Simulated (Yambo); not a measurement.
# BiTe (Fm-3m) in Yambo: further runs, part 2 of 2

Yambo 5.3.0. The steps go on from the part before.

## (4) G0W0 quasiparticle levels, PBEsol (cell squeezed)

The input, g0w00.in:

```
gw0
dyson
el_el_corr
rim_cut
HF_and_locXC
ppa
em1d
RandQpts= 1000000
RandGvec= 50 RL
EXXRLvcs= 80 Ry
VXCRLvcs= 80 Ry
Chimod= "HARTREE"
% BndsRnXp
 1 | 76 |
%
NGsBlkXp= 6 Ry
% LongDrXp
 1 | 1 | 1 |
%
PPAPntXp= 27.21138 eV
% GbndRnge
 1 | 76 |
%
GTermKind= "BG"
DysSolver= "n"
ExtendOut
% QPkrange
 1 | 1 | 14 | 20 |
 6 | 6 | 14 | 20 |
 8 | 8 | 14 | 20 |
%
```

The input, scf.in:

```
&CONTROL
  calculation = 'scf'
  prefix = 'pwscf'
  outdir = './tmp'
  pseudo_dir = './pseudo'
/
&SYSTEM
  ibrav = 0
  nat = 2
  ntyp = 2
  ecutwfc = 80
  nbnd = 23
  occupations = 'smearing'
  smearing = 'fd'
  degauss = 0.00367493
  force_symmorphic = .true.
/
&ELECTRONS
  conv_thr = 4d-10
  electron_maxstep = 120
  mixing_beta = 0.5
/
ATOMIC_SPECIES
Bi   208.9804 Bi.upf
Te   127.6000 Te.upf
CELL_PARAMETERS angstrom
   0.0000000000    3.1912784242    3.1912784242
   3.1912784242    0.0000000000    3.1912784242
   3.1912784242    3.1912784242    0.0000000000
ATOMIC_POSITIONS crystal
Bi     0.0000000000    0.0000000000    0.0000000000
Te     0.5000000000    0.5000000000    0.5000000000
K_POINTS automatic
8 8 8 0 0 0
```

The input, nscf.in:

```
&CONTROL
  calculation = 'nscf'
  prefix = 'pwscf'
  outdir = './tmp'
  pseudo_dir = './pseudo'
/
&SYSTEM
  ibrav = 0
  nat = 2
  ntyp = 2
  ecutwfc = 80
  nbnd = 76
  occupations = 'smearing'
  smearing = 'fd'
  degauss = 0.00367493
  force_symmorphic = .true.
/
&ELECTRONS
  conv_thr = 1d-08
  diago_full_acc = .true.
  diago_thr_init = 1d-06
/
ATOMIC_SPECIES
Bi   208.9804 Bi.upf
Te   127.6000 Te.upf
CELL_PARAMETERS angstrom
   0.0000000000    3.1912784242    3.1912784242
   3.1912784242    0.0000000000    3.1912784242
   3.1912784242    3.1912784242    0.0000000000
ATOMIC_POSITIONS crystal
Bi     0.0000000000    0.0000000000    0.0000000000
Te     0.5000000000    0.5000000000    0.5000000000
K_POINTS automatic
4 4 4 0 0 0
```

Potentials or basis: PseudoDojo 0.4.1 SR PBEsol standard.

The run is started by

```sh
$ OMP_NUM_THREADS=1 pw.x -in scf.in > scf.out
$ OMP_NUM_THREADS=1 pw.x -in nscf.in > nscf.out
$ cd tmp/pwscf.save; p2y; mv SAVE ../..; cd ../..
$ OMP_NUM_THREADS=1 yambo
$ OMP_NUM_THREADS=1 yambo -F g0w00.in -J g0w00 -C g0w00_out
```

Yambo's report:

```text
[... sections 02.01 to 02.04 as in the set-up run ...]

[... 5 lines left out ...]
  [X] Bosonic    Temperature                        :  0.258606E-1   300.100    [eV K]
  [X] Finite Temperature mode                       : yes
  [X] El. density                                   :  0.47691E+24 [cm-3]
  [X] Fermi Level                                   :  10.50569 [eV]

  [X] === Gaps and Widths ===
  [X] Conduction Band Min                           :  10.50569 [eV]
  [X] Valence Band Max                              :  10.50569 [eV]
  [X] Filled Bands                                  :  15
  [X] Metallic Bands                                :  16  18
  [X] Empty Bands                                   :   19   76

  [X] === Metallic Characters ===
  [X] N of el / N of met el                         :  31.00000   1.29166
  [X] Average metallic occ.                         :  0.107638

  [WARNING] [X] Metallic system

 [03] Transferred momenta grid and indexing
 ==========================================

 IBZ Q-points                                      :   8
 BZ  Q-points                                      :   64

 K/Q-points units:
 rlu = crystal or reduced units; cc = cartesian coordinates; iku = interal k-units

 Q [1]          [rlu]:  0.000000  0.000000  0.000000
 Q [2]          [rlu]: -0.32134E-16 -0.32134E-16  0.25000
 Q [3]          [rlu]:  0.64267E-16  0.64267E-16 -0.50000
 Q [4]          [rlu]:  0.88438E-17  0.25000      0.25000
 Q [5]          [rlu]:  0.13962E-16  0.25000      0.50000
 Q [6]          [rlu]:  0.10988E-16  0.25000     -0.25000
 Q [7]          [rlu]: -0.17688E-16 -0.50000     -0.50000
 Q [8]          [rlu]:  0.250000 -0.500000 -0.250000
[... 260 lines left out ...]
   B=14 Eo= -2.62 E= -3.34 E-Eo= -0.71 Re(Z)=0.78 Im(Z)=-0.178149E-2 nlXC= -14.7244 lXC= -11.7111 So=  2.09630
   B=15 Eo= -2.62 E= -3.34 E-Eo= -0.71 Re(Z)=0.78 Im(Z)=-0.181382E-2 nlXC= -14.7244 lXC= -11.7111 So=  2.09634
   B=16 Eo=  2.27 E=  1.63 E-Eo= -0.64 Re(Z)=0.78 Im(Z)=-0.217713E-2 nlXC= -8.61630 lXC= -11.5895 So= -3.80123
   B=17 Eo=  2.27 E=  1.62 E-Eo= -0.65 Re(Z)=0.78 Im(Z)=-0.235335E-2 nlXC= -8.61630 lXC= -11.5895 So= -3.80543
   B=18 Eo=  2.27 E=  1.62 E-Eo= -0.65 Re(Z)=0.78 Im(Z)=-0.179589E-2 nlXC= -8.61630 lXC= -11.5895 So= -3.80678
   B=19 Eo=  4.61 E=  4.48 E-Eo= -0.14 Re(Z)=0.80 Im(Z)= 0.445710E-3 nlXC= -4.32492 lXC= -8.85167 So= -4.69768
   B=20 Eo=  4.61 E=  4.48 E-Eo= -0.13 Re(Z)=0.80 Im(Z)=-0.702118E-3 nlXC= -4.32490 lXC= -8.85166 So= -4.68929
[... 10 lines left out ...]
  QP [eV] @ K [8] (iku): -0.500000  0.250000  0.000000
   B=14 Eo= -5.21 E= -5.88 E-Eo= -0.67 Re(Z)=0.75 Im(Z)=-0.173937E-2 nlXC= -14.4179 lXC= -10.3550 So=  3.17836
   B=15 Eo= -1.59 E= -2.20 E-Eo= -0.61 Re(Z)=0.79 Im(Z)=-0.145999E-2 nlXC= -14.0956 lXC= -12.1361 So=  1.18127
   B=16 Eo= -0.25 E= -0.84 E-Eo= -0.59 Re(Z)=0.79 Im(Z)=-0.139883E-2 nlXC= -11.7932 lXC= -11.1853 So=-0.130933
   B=17 Eo=  4.08 E=  3.57 E-Eo= -0.51 Re(Z)=0.78 Im(Z)=-0.472676E-2 nlXC= -7.55028 lXC= -11.2677 So= -4.36528
   B=18 Eo=  4.08 E=  3.58 E-Eo= -0.50 Re(Z)=0.78 Im(Z)=-0.308138E-2 nlXC= -7.55028 lXC= -11.2677 So= -4.35939
   B=19 Eo=  5.22 E=  4.80 E-Eo= -0.42 Re(Z)=0.78 Im(Z)=-0.391608E-2 nlXC= -5.88014 lXC= -10.1098 So= -4.76539
   B=20 Eo=  5.22 E=  4.81 E-Eo= -0.41 Re(Z)=0.77 Im(Z)=-0.342430E-2 nlXC= -5.88015 lXC= -10.1098 So= -4.76045

  [WR./g0w00//ndb.QP]-------------------------------------------------------------
   Lattice constants                                :  6.030642  6.030642  6.030642
   Coulomb cutoff potential                         : none
   Electronic Temperature                           :  300.1000 [K]
   Bosonic    Temperature                           :  300.1000 [K]
   Green`s function   energies                      : Perdew, Burke & Ernzerhof SOL(X)+Perdew, Burke & Ernzerhof SOL(C)
   wavefunctions                                    : Perdew, Burke & Ernzerhof SOL(X)+Perdew, Burke & Ernzerhof SOL(C)
   PPA    diel. fun.  energies                      : Perdew, Burke & Ernzerhof SOL(X)+Perdew, Burke & Ernzerhof SOL(C)
   wavefunctions                                    : Perdew, Burke & Ernzerhof SOL(X)+Perdew, Burke & Ernzerhof SOL(C)
   QP tot states                                    :  21
   GW solver                                        : Newton
   GW approximation                                 : PPA
   PPA imaginary Energy                             :  27.21138 ev
   RIM G`s                                          :   51
   RIM random pts                                   :  1000000
   dS/dw steps                                      :  2
   dS/dw step                                       :  0.100000 ev
   X G`s                                            :  137 used
   X G`s                                            :  137 disk
   X bands                                          :    1   76
   X poles                                          :  100.0000 o/o
   X e/h E range                                    : -1.000000 -1.000000 ev
   X Hxc Kernel                                     : HARTREE
   X BZ energy Double Grid                          : no
   X Optical Averaged directions                    : none
   Sc/G bands                                       :    1   76
   Sc/G damping                                     :  0.100000 ev
   Sc bands terminator                              : yes
   Sc terminator kind                               : BG
   Sc Terminator pole                               :  40.81708
   Sx RL components                                 :   5329

   QP @ state[ 1 ] K range                          :  1  1
   QP @ state[ 1 ] b range                          :  14  20
   QP @ state[ 2 ] K range                          :   6   6
   QP @ state[ 2 ] b range                          :  14  20
   QP @ state[ 3 ] K range                          :   8   8
   QP @ state[ 3 ] b range                          :  14  20
   GF energies kind                                 : Perdew, Burke & Ernzerhof SOL(X)+Perdew, Burke & Ernzerhof SOL(C)
   GF WF`s kind                                     : Perdew, Burke & Ernzerhof SOL(X)+Perdew, Burke & Ernzerhof SOL(C)
   Xs energies kind                                 : Perdew, Burke & Ernzerhof SOL(X)+Perdew, Burke & Ernzerhof SOL(C)
   Xs WF`s kind                                     : Perdew, Burke & Ernzerhof SOL(X)+Perdew, Burke & Ernzerhof SOL(C)
```

r_setup:

```text
[02] CORE Variables Setup
 =========================

  [02.01] Unit cells
  ==================

  Cell kind             :  FCC
  Atoms in the cell     :  Bi  Te
  number of Bi atoms    :  1
  number of Te atoms    :  1

[... 266 lines left out ...]
  =================

   [03.01.01] Sigma indexes
   ========================

   [WR./SAVE//ndb.kindx]-----------------------------------------------------------
    Fragmentation                                    : no
    Polarization last K ( bz)                        :   64
    Polarization last K (ibz)                        :   8
    QP states                                        :   1   8
    X grid is uniform                                : yes
    Grids (string)                                   :  X S
    Grids (int-vector)                               :  1  0  0  1
```

It took 6.4 min on 1 thread of Intel Xeon Platinum 8259CL at 2.50GHz (Skylake/Cascade Lake), shared host; peak memory 0.4 GiB.

What came out:

```yaml
Band_gap_on_the_k_mesh_mean-field_level: none (metal or under the smearing width)
```

Quasiparticle terms (eV):
| k point | band | Kohn-Sham level | Vxc | Σx | Σc | Z | result |
| --- | --- | --- | --- | --- | --- | --- | --- |
| (0.000, 0.000, 0.000) | 14 | -2.62 | -11.71 | -14.72 | 2.10 | 0.78 | -3.34 |
| (0.000, 0.000, 0.000) | 15 | -2.62 | -11.71 | -14.72 | 2.10 | 0.78 | -3.34 |
| (0.000, 0.000, 0.000) | 16 | 2.27 | -11.59 | -8.62 | -3.80 | 0.78 | 1.63 |
| (0.000, 0.000, 0.000) | 17 | 2.27 | -11.59 | -8.62 | -3.81 | 0.78 | 1.62 |
| (0.000, 0.000, 0.000) | 18 | 2.27 | -11.59 | -8.62 | -3.81 | 0.78 | 1.62 |
| (0.000, 0.000, 0.000) | 19 | 4.61 | -8.85 | -4.32 | -4.70 | 0.80 | 4.48 |
| (0.000, 0.000, 0.000) | 20 | 4.61 | -8.85 | -4.32 | -4.69 | 0.80 | 4.48 |
| (0.000, 0.250, -0.250) | 14 | -2.28 | -11.44 | -13.67 | 1.43 | 0.78 | -2.91 |
| (0.000, 0.250, -0.250) | 15 | -2.14 | -11.38 | -13.14 | 1.04 | 0.79 | -2.71 |
| (0.000, 0.250, -0.250) | 16 | -0.08 | -11.48 | -12.27 | 0.03 | 0.79 | -0.68 |
| (0.000, 0.250, -0.250) | 17 | 0.04 | -11.66 | -10.48 | -1.88 | 0.79 | -0.51 |
| (0.000, 0.250, -0.250) | 18 | 3.35 | -11.79 | -8.50 | -4.04 | 0.78 | 2.76 |
| (0.000, 0.250, -0.250) | 19 | 5.36 | -9.03 | -4.62 | -4.83 | 0.79 | 5.02 |
| (0.000, 0.250, -0.250) | 20 | 6.19 | -8.82 | -3.86 | -5.13 | 0.78 | 6.05 |
| (0.250, -0.500, -0.250) | 14 | -5.21 | -10.36 | -14.42 | 3.18 | 0.75 | -5.88 |
| (0.250, -0.500, -0.250) | 15 | -1.59 | -12.14 | -14.10 | 1.18 | 0.79 | -2.20 |
| (0.250, -0.500, -0.250) | 16 | -0.25 | -11.19 | -11.79 | -0.13 | 0.79 | -0.84 |
| (0.250, -0.500, -0.250) | 17 | 4.08 | -11.27 | -7.55 | -4.37 | 0.78 | 3.57 |
| (0.250, -0.500, -0.250) | 18 | 4.08 | -11.27 | -7.55 | -4.36 | 0.78 | 3.58 |
| (0.250, -0.500, -0.250) | 19 | 5.22 | -10.11 | -5.88 | -4.77 | 0.78 | 4.80 |

Caveat: the k mesh is coarse (spacing up to 0.43 Å⁻¹), so the values aren't converged; the potentials hold a filled d shell without the s and p states of that shell, which can shift GW gaps by tenths of an eV, either way; the plasmon-pole model is rough for a metal; the ground state has no gap, which makes the many-body step unreliable; this version prints the column dSc/dw multiplied by 27.2; the terminator is approximate in this version, by hundredths of an eV; spin-orbit coupling is left out, which moves the levels of the heavy elements.

## (5) Optical spectrum, PBEsol (cell squeezed)

The input, optics1.in:

```
optics
chi
Chimod= "HARTREE"
% BndsRnXd
 1 | 41 |
%
NGsBlkXd= 3 Ry
% LongDrXd
 1 | 0 | 0 |
%
% QpntsRXd
 1 | 1 |
%
% EnRngeXd
 0 | 20 | eV
%
% DmRngeXd
 0.1 | 0.1 | eV
%
ETStpsXd= 200
```

scf.in is that of step 4.

nscf.in is that of step 4.

Potentials or basis: PseudoDojo 0.4.1 SR PBEsol standard.

The run is started by

```sh
$ OMP_NUM_THREADS=1 pw.x -in scf.in > scf.out
$ OMP_NUM_THREADS=1 pw.x -in nscf.in > nscf.out
$ cd tmp/pwscf.save; p2y; mv SAVE ../..; cd ../..
$ OMP_NUM_THREADS=1 yambo
$ OMP_NUM_THREADS=1 yambo -F optics1.in -J optics1 -C optics1_out
```

Yambo's report:

```text
[... sections 02.01 to 02.04 as in the set-up run ...]

[... 5 lines left out ...]
  [X] Bosonic    Temperature                        :  0.258606E-1   300.100    [eV K]
  [X] Finite Temperature mode                       : yes
  [X] El. density                                   :  0.47691E+24 [cm-3]
  [X] Fermi Level                                   :  10.50569 [eV]

  [X] === Gaps and Widths ===
  [X] Conduction Band Min                           :  10.50569 [eV]
  [X] Valence Band Max                              :  10.50569 [eV]
  [X] Filled Bands                                  :  15
  [X] Metallic Bands                                :  16  18
  [X] Empty Bands                                   :   19   76

  [X] === Metallic Characters ===
  [X] N of el / N of met el                         :  31.00000   1.29166
  [X] Average metallic occ.                         :  0.107638

  [WARNING] [X] Metallic system

 [03] Transferred momenta grid and indexing
 ==========================================

 IBZ Q-points                                      :   8
 BZ  Q-points                                      :   64

 K/Q-points units:
 rlu = crystal or reduced units; cc = cartesian coordinates; iku = interal k-units

 Q [1]          [rlu]:  0.000000  0.000000  0.000000
 Q [2]          [rlu]: -0.32134E-16 -0.32134E-16  0.25000
 Q [3]          [rlu]:  0.64267E-16  0.64267E-16 -0.50000
 Q [4]          [rlu]:  0.88438E-17  0.25000      0.25000
 Q [5]          [rlu]:  0.13962E-16  0.25000      0.50000
 Q [6]          [rlu]:  0.10988E-16  0.25000     -0.25000
 Q [7]          [rlu]: -0.17688E-16 -0.50000     -0.50000
 Q [8]          [rlu]:  0.250000 -0.500000 -0.250000

 [WARNING] [Xd] User bands 1-41 break level degeneracy

 [04] Dipoles
 ============

  [04.01] Setup: observables and procedures
  =========================================

  [WF-Oscillators/G space/Transverse up loader] Normalization (few states)  min/max  :  0.12517E-16   1.0000

  [WR./optics1//ndb.dipoles]------------------------------------------------------
   Brillouin Zone Q/K grids (IBZ/BZ)                :    8   64    8   64
   RL vectors                                       :   6375 [WF]
   Fragmentation                                    : yes
   Electronic Temperature                           :  300.1000 [K]
   Bosonic    Temperature                           :  300.1000 [K]
   DIP band range                                   :    1   41
   DIP band range limits                            :  18  16
   DIP e/h energy range                             : -1.000000 -1.000000 [eV]
   RL vectors in the sum                            :   6375
   [r,Vnl] included                                 : yes
   Bands ordered                                    : yes
[... 7 lines left out ...]
  [WARNING] In case H contains other non local terms, these are neglected

 [05] Optics
 ===========

 [X-CG] R(p) Tot o/o(of R):   1879  26052    100

 [WARNING] The system is a metal but Drude term not included.
```

Wall time 78 s (1 thread of Intel Xeon Platinum 8259CL at 2.50GHz (Skylake/Cascade Lake), shared host); peak memory 0.33 GiB.

What came out:

* Band gap on the k mesh, mean-field level: none (metal or under the smearing width)

Dielectric function (along the field direction of the input):
```tsv
energy (eV)	real part	imaginary part
1.31	-149.57	24.47
1.71	-83.64	11.47
2.21	-43.63	15.00
2.71	-31.62	6.89
3.22	-28.81	5.80
3.62	-19.50	2.18
4.12	-14.13	1.43
4.62	-10.38	1.01
5.13	-5.50	2.55
5.53	-7.44	2.99
6.03	-3.26	1.44
6.53	-6.98	2.98
7.04	-3.35	2.32
7.54	-7.84	6.37
7.94	-4.21	2.46
8.44	-6.36	2.35
8.94	-3.88	0.43
9.45	-2.37	0.76
9.85	-1.80	1.05
10.35	-1.75	1.18
10.85	-3.09	3.02
11.36	-2.45	0.30
11.76	-1.75	0.20
12.26	-1.35	0.38
12.76	-1.27	0.35
13.27	-0.89	0.21
13.77	-0.50	0.46
14.17	-1.15	1.66
14.67	-0.83	0.19
15.18	-0.55	0.32
15.68	-0.23	0.20
16.08	-0.01	0.66
16.58	-0.46	0.64
17.09	-0.38	0.49
17.59	-0.17	0.39
17.99	-0.31	0.29
18.49	-0.34	0.45
18.99	-0.15	0.10
19.50	-0.04	0.10
20.00	0.09	0.08
```

Caveat: the k mesh is coarse (spacing up to 0.43 Å⁻¹), so the values aren't converged; the intraband (Drude) term of the metal is left out; the ground state has no gap, which makes the many-body step unreliable; spectra need much finer meshes, so this one isn't converged; these spectra lack excitons; spin-orbit coupling is left out, which moves the levels of the heavy elements.

## (6) Overview

| task | direction of the field or of q to 0 | kernel | top of the energy range | energy points | correction of the levels | gap on the mesh (eV) |
| --- | --- | --- | --- | --- | --- | --- |
| optical spectrum | x | Hartree (RPA with local fields) | 20 eV | 200 | none | none |
| optical spectrum by the Bethe-Salpeter equation | x | screened exchange | 20 eV | 200 | none | - |
| G0W0 quasiparticle levels | x + y + z | - | - | - | - | none |

Alike in all rows: level PBEsol; potentials or basis PseudoDojo 0.4.1 SR PBEsol standard; no spin polarisation; cell squeezed; k mesh 4 × 4 × 4; cutoff (eV) 1088; smearing fermi-dirac 0.05 eV; the mesh is coarse, so values aren't converged.

Caveats: all runs use coarse meshes; the ground state has no gap, which makes the many-body step unreliable; spin-orbit coupling is left out, which moves the levels of the heavy elements; the intraband (Drude) term of the metal is left out (some runs); spectra need much finer meshes, so this one isn't converged (some runs); these spectra lack excitons (some runs); the transitions start from uncorrected Kohn-Sham levels, so peaks lie too low (some runs); exciton energies and binding change strongly with the k mesh and aren't converged on this one (some runs).

Absolute energies hang on the potentials; compare differences alone.
